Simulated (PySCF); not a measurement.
# One shape, several levels: SiAsNH6 (SMILES N[AsH][SiH3])

We compute a comparison of 5 runs (HF/3-21G, HF/6-311G**, B3LYP/6-31G*, MP2/3-21G, CCSD(T)/6-311G**) of SiAsNH6. Input form: a Python script.

Program for the calculation: PySCF 2.14.0.

## Step 1: The molecule

SiAsNH6 has 9 atoms, charge 0, and is taken as a singlet. As SMILES, `N[AsH][SiH3]`. Geometry: relaxed at PBE0-D4/def2-TZVP. This is one conformer, not always the lowest.

Bond lengths: N1–As2 1.864 Å, As2–Si3 2.365 Å, N1–H4 1.011 Å, N1–H5 1.011 Å, As2–H6 1.537 Å, Si3–H7 1.488 Å, Si3–H8 1.485 Å, Si3–H9 1.489 Å. Some angles: N1–As2–Si3 95.0°, N1–As2–H6 101.5°, Si3–As2–H6 91.9°, As2–N1–H4 110.5°, As2–N1–H5 114.1°, As2–Si3–H7 108.9°, As2–Si3–H8 109.3°, As2–Si3–H9 111.1°, H4–N1–H5 108.7°, H7–Si3–H8 109.3°.

## Step 2: Energy and forces at HF/3-21G (run 1)

input.xyz

```xyz
9
AsH6NSi
N     -1.101100     0.719000    -1.145600
As     0.735100     0.438100    -0.988900
Si     0.557300    -1.064700     0.828600
H     -1.303700     1.291400    -1.954300
H     -1.525300     1.144300    -0.332300
H      1.144100     1.592600    -0.059800
H      1.889500    -1.194000     1.477900
H      0.123900    -2.393300     0.326700
H     -0.431200    -0.579700     1.830600
```

run.py

```python
import pyscf.grad
from pyscf import gto, scf

mol = gto.Mole()
mol.atom = 'input.xyz'
mol.verbose = 3
mol.spin = 0
mol.max_memory = 1860
mol.basis = '3-21g'
mol.build()

mf = scf.RHF(mol)
mf.conv_tol = 1e-10
mf.kernel()
if not mf.converged:
    mf = mf.newton().run(mf.mo_coeff, mf.mo_occ)

e_tot = mf.e_tot
print('E(%s) = %.9f' % ('HF', e_tot))
grad = mf.Gradients().kernel()
mf.analyze()
```

The run is started by

```
$ OMP_NUM_THREADS=1 python run.py
```

Log:

```text
converged SCF energy = -2568.42603294249
[... 15 lines left out ...]
MO #6   energy= -49.7265262926158  occ= 2
[... 9 lines left out ...]
MO #16  energy= -2.0355776789539   occ= 2
[... 9 lines left out ...]
MO #26  energy= -0.491565177872091 occ= 2
[... 9 lines left out ...]
MO #36  energy= 0.276574593809237  occ= 0
[... 9 lines left out ...]
MO #46  energy= 0.863095387822716  occ= 0
[... 9 lines left out ...]
MO #56  energy= 2.58728230136716   occ= 0
[... 10 lines left out ...]
Dipole moment(X, Y, Z, Debye): -0.26498,  1.59610,  0.44934
```

Wall time 3.3 s (1 thread of Intel Xeon Platinum 8259CL at 2.50GHz (Skylake/Cascade Lake), shared host); peak memory 0.13 GiB.

## Step 3: Energy and gradient at HF/6-311G(d,p) (run 2)

calc.py

```python
import pyscf.grad
from pyscf import gto

mol = gto.M(
    atom='''
N   -1.101100   0.719000  -1.145600
As   0.735100   0.438100  -0.988900
Si   0.557300  -1.064700   0.828600
H   -1.303700   1.291400  -1.954300
H   -1.525300   1.144300  -0.332300
H    1.144100   1.592600  -0.059800
H    1.889500  -1.194000   1.477900
H    0.123900  -2.393300   0.326700
H   -0.431200  -0.579700   1.830600
''',
    verbose=4,
    max_memory=1860,
    basis='6-311g**',
)

mf = mol.RHF()
mf.conv_tol = 1e-10
mf.kernel()
if not mf.converged:
    mf = mf.newton().run(mf.mo_coeff, mf.mo_occ)

energy = mf.e_tot
print(f'total energy: {energy:.8f} hartree')
grad = mf.Gradients().kernel()
mf.analyze()
```

The run is started by

```
$ OMP_NUM_THREADS=1 python calc.py
```

Log:

```text
PySCF version 2.14.0

[... 97 lines left out ...]
MO #9   energy= -6.13061531964437  occ= 2
[... 22 lines left out ...]
MO #32  energy= 0.12497659287802   occ= 0
[... 22 lines left out ...]
MO #55  energy= 0.755558754514475  occ= 0
[... 22 lines left out ...]
MO #78  energy= 1.85198899218441   occ= 0
[... 22 lines left out ...]
MO #101 energy= 3.15668497461915   occ= 0
[... 22 lines left out ...]
MO #124 energy= 908.484293949558   occ= 0
[... 136 lines left out ...]
Dipole moment(X, Y, Z, Debye): -0.30226,  1.25990,  0.51038
```

Run time: 23 s. Hardware: 1 thread of Intel Xeon Platinum 8259CL at 2.50GHz (Skylake/Cascade Lake), shared host; peak memory 0.34 GiB.

## Step 4: Energy and gradient at B3LYP/6-31G(d) (Cartesian functions) (run 3)

job.py

```python
import pyscf.grad
from pyscf import gto, dft

mol = gto.M(
    atom='''
N   -1.101100   0.719000  -1.145600
As   0.735100   0.438100  -0.988900
Si   0.557300  -1.064700   0.828600
H   -1.303700   1.291400  -1.954300
H   -1.525300   1.144300  -0.332300
H    1.144100   1.592600  -0.059800
H    1.889500  -1.194000   1.477900
H    0.123900  -2.393300   0.326700
H   -0.431200  -0.579700   1.830600
''',
    cart=True,
    basis='6-31g*',
    max_memory=1860,
    verbose=3,
)

myscf = dft.RKS(mol)
myscf.xc = 'b3lyp'
myscf.conv_tol = 1e-10
myscf.grids.level = 5
myscf.kernel()
if not myscf.converged:
    myscf = myscf.newton().run(myscf.mo_coeff, myscf.mo_occ)

e_final = myscf.e_tot
print('E(%s) = %.9f' % ('B3LYP', e_final))
grad = myscf.Gradients().kernel()
myscf.analyze()
```

The run is started by

```
$ OMP_NUM_THREADS=1 python job.py
```

Log:

```text
converged SCF energy = -2583.47432779618
[... 20 lines left out ...]
MO #11  energy= -5.06221300115793  occ= 2
[... 13 lines left out ...]
MO #25  energy= -0.407882710729323 occ= 2
[... 13 lines left out ...]
MO #39  energy= 0.189826776272478  occ= 0
[... 13 lines left out ...]
MO #53  energy= 0.677341955963961  occ= 0
[... 13 lines left out ...]
MO #67  energy= 1.45304782269511   occ= 0
[... 13 lines left out ...]
MO #81  energy= 89.1954802318611   occ= 0
[... 10 lines left out ...]
Dipole moment(X, Y, Z, Debye): -0.45430,  1.40746,  0.37573
```

It took 38 s on 1 thread of Intel Xeon Platinum 8259CL at 2.50GHz (Skylake/Cascade Lake), shared host; peak memory 0.79 GiB.

Run 4 isn't shown in full; the table further down has it.

## Step 5: The energy at CCSD(T)/6-311G(d,p) (run 5)

calc.py

```python
from pyscf import gto, cc

mol = gto.Mole()
mol.atom = '''
N     -2.080777     1.358713    -2.164870
As     1.389138     0.827889    -1.868750
Si     1.053144    -2.011991     1.565827
H     -2.463636     2.440392    -3.693092
H     -2.882399     2.162414    -0.627956
H      2.162036     3.009578    -0.113006
H      3.570638    -2.256333     2.792826
H      0.234137    -4.522682     0.617374
H     -0.814850    -1.095474     3.459333
'''
mol.charge = 0
mol.max_memory = 1860
mol.unit = 'bohr'
mol.verbose = 3
mol.basis = '6-311g**'
mol.build()

mf = mol.RHF()
mf.conv_tol = 1e-10
mf.kernel()
if not mf.converged:
    mf = mf.newton().run(mf.mo_coeff, mf.mo_occ)

mycc = cc.CCSD(mf, frozen=15)
mycc.kernel()
e_t = mycc.ccsd_t()
etot = mycc.e_tot + e_t
print('Final energy', etot)
dip = mf.dip_moment()
pop, q = mf.mulliken_pop()
```

The run is started by

```
$ OMP_NUM_THREADS=1 python calc.py
```

Log:

```text
converged SCF energy = -2581.04489874381
[... 2 lines left out ...]
Final energy -2581.6517542003758
Dipole moment(X, Y, Z, Debye): -0.30227,  1.25990,  0.51037
[... 134 lines left out ...]
charge of    8H =     -0.18333
```

Wall time 1.9 min (1 thread of Intel Xeon Platinum 8259CL at 2.50GHz (Skylake/Cascade Lake), shared host); peak memory 1.7 GiB.

## Step 6: All runs side by side

```tsv
run	level	Cartesian functions	integration grid	energy (Eh)	dipole moment (D) of the reference	HOMO energy (eV)	LUMO energy (eV)	wall time
1	HF/3-21G	no	–	-2568.426033	1.68	-9.44	3.34	3.3 s
2	HF/6-311G**	no	–	-2581.044899	1.39	-9.54	2.83	23 s
3	B3LYP/6-31G* (Cartesian functions)	yes	5	-2583.474328	1.53	-6.71	-0.26	38 s
4	MP2/3-21G	no	–	-2568.646801	1.68	-9.44	3.34	4.8 s
5	CCSD(T)/6-311G**	no	–	-2581.651754	1.39	-9.54	2.83	1.9 min
```

## Step 7: What came out

| quantity | value |
| --- | --- |
| run 5: total energy | -2581.65175 Eh |
| run 5: dipole moment (Hartree–Fock density) | 1.39 D |
| run 5: HOMO energy (Hartree–Fock orbitals) | -9.54 eV |
| run 5: LUMO energy (Hartree–Fock orbitals) | 2.83 eV |
| run 5: HOMO–LUMO gap (Hartree–Fock orbitals) | 12.37 eV |
| run 5: correlation energy (15 core orbitals frozen) | -606.9 mEh |
| run 5: (T) correction | -17.59 mEh |
| run 5: T1 diagnostic | 0.011 |

In words: Over runs 1, 2, 3 the dipole moment (its size) runs from 1.39 D (HF/6-311G**) to 1.68 D (HF/3-21G). Over runs 1, 2, 3 the HOMO–LUMO gap runs from 6.45 eV (B3LYP/6-31G*) to 12.79 eV (HF/3-21G). The two ends differ in method and basis. All runs together took 3.1 min, the longest 1.9 min.
